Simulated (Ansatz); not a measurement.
# BH₅N₂O: up Jacob's ladder to CCSD(T)

Aim: compute BH₅N₂O with functionals from several rungs and with coupled cluster. The yardstick is the atomisation energy at the CCSD(T) limit.

Computed with Ansatz 0.2.0, Gaussian basis. Level: functionals in def2-TZVPP, the program's frozen cores in correlated methods.

Levels to be run: LDA (SPW92), PBE-D4, revPBE-D4, BLYP-D4, r2SCAN-D4, B97M-V, PBE0-D4, B3LYP-D4, r2SCANh-D4, r2SCAN0-D4, HSE06-D4, BHLYP-D4, CAM-B3LYP-D4, LC-ωPBE, ωB97X-V, ωB97M-V, B2PLYP, PBE-QIDH; CCSD(T)/def2-SVP; CCSD(T)/def2-TZVPP; MP2/def2-QZVPP; extrapolation to the limit; RPA on PBE.

## 1. Structure used throughout

The geometry comes from an earlier relaxation with PBE0-D4 in a triple-zeta def2 set; it is a stationary point, not always the lowest conformer.

SMILES `NB(N)O`, 9 atoms, charge 0, spin multiplicity 1.

Atoms are counted from 1 here; the program's logs count them from 0.

Bond lengths: N1–B2 1.423 Å, N1–H5 1.003 Å, N1–H6 1.003 Å, B2–N3 1.415 Å, B2–O4 1.383 Å, N3–H7 1.003 Å, N3–H8 1.002 Å, O4–H9 0.957 Å. Angles: B2–N1–H5 123.7°, B2–N1–H6 123.1°, H5–N1–H6 113.3°, N1–B2–N3 121.8°, N1–B2–O4 121.9°, N3–B2–O4 116.3°, B2–N3–H7 121.0°, B2–N3–H8 124.5°, H7–N3–H8 114.5°, B2–O4–H9 113.8°.

## 2. LDA

This LDA is Slater exchange with PW92 correlation.

in.yaml reads:

```yaml
crystal:
  periodic: [false, false, false]
  atoms:
    - {symbol: N, position_ang: [-0.441614, 0.751375, -0.892891]}
    - {symbol: B, position_ang: [-0.082840, -0.088023, 0.198365]}
    - {symbol: N, position_ang: [1.187824, -0.706143, 0.277070]}
    - {symbol: O, position_ang: [-0.955401, -0.345130, 1.240663]}
    - {symbol: H, position_ang: [-1.333441, 1.201463, -0.978202]}
    - {symbol: H, position_ang: [0.176960, 0.949407, -1.657018]}
    - {symbol: H, position_ang: [1.428394, -1.295417, 1.052086]}
    - {symbol: H, position_ang: [1.910575, -0.605290, -0.408854]}
    - {symbol: H, position_ang: [-1.801959, 0.091360, 1.151679]}
basis:
  gaussian: {orbitals: def2-TZVPP}
hamiltonian: {xc: lda}
output: {orbitals: {seedname: orbitals}}
```

After this run come: PBE-D4 (GGA); revPBE-D4 (GGA); BLYP-D4 (GGA); r2SCAN-D4 (meta-GGA); B97M-V (meta-GGA); PBE0-D4 (hybrid); B3LYP-D4 (hybrid); r2SCANh-D4 (hybrid); r2SCAN0-D4 (hybrid); HSE06-D4 (hybrid); BHLYP-D4 (hybrid); CAM-B3LYP-D4 (range-separated); LC-ωPBE-D4 (range-separated); ωB97X-V (range-separated); ωB97M-V (range-separated); B2PLYP (double hybrid); PBE-QIDH (double hybrid); CCSD(T) in def2-SVP; CCSD(T) in def2-TZVPP; MP2 in def2-QZVPP; RPA on PBE orbitals.

**Question.** What will the summary of the whole plan be? Wanted: atomisation energy, CCSD(T)/CBS; farthest beyond LDA; mean size of error, GGA; mean size of error, meta-GGA; mean size of error, hybrid; mean size of error, range-separated; mean size of error, double hybrid; gap, smallest and largest; T1 diagnostic.

**Answer**, as computed:

| quantity | value |
| --- | --- |
| atomisation energy, CCSD(T)/CBS | 3546.1 kJ/mol |
| functionals within 17.7 kJ/mol (0.5 %) | revPBE-D4, r2SCAN-D4, B97M-V, PBE0-D4, HSE06-D4, LC-ωPBE, ωB97X-V |
| farthest beyond LDA | BHLYP-D4 (-105.7 kJ/mol) |
| mean size of error, GGA | 47.2 kJ/mol |
| mean size of error, meta-GGA | 1.8 kJ/mol |
| mean size of error, hybrid | 39.6 kJ/mol |
| mean size of error, range-separated | 21.8 kJ/mol |
| mean size of error, double hybrid | 29.2 kJ/mol |
| gap, smallest and largest | 5.08 eV (BLYP-D4), 12.45 eV (LC-ωPBE) |
| T1 diagnostic | 0.0101 |
| triples share of the correlation energy | 3.5 % |

In words: LDA overbinds by 550.0 kJ/mol (16 %). PBE-D4 misses by +89.5 kJ/mol. Double hybrids carry the basis error of their MP2 part in triple zeta, and no dispersion term here, so their miss is partly the set-up's. By mean error the best rung here is meta-GGA (1.8 kJ/mol) and the worst beyond LDA is GGA (47.2 kJ/mol). The reference freezes the cores and leaves out relativity and excitations past (T), so misses under about 17.7 kJ/mol can't be ranked. Hartree-Fock recovers 70 % of the binding; the rest is correlation. CCSD(T) in def2-SVP is off by -236.1 kJ/mol, so the small basis spoils what the method gains. Orbital gaps span 5.1 to 12.4 eV; exact exchange widens them.
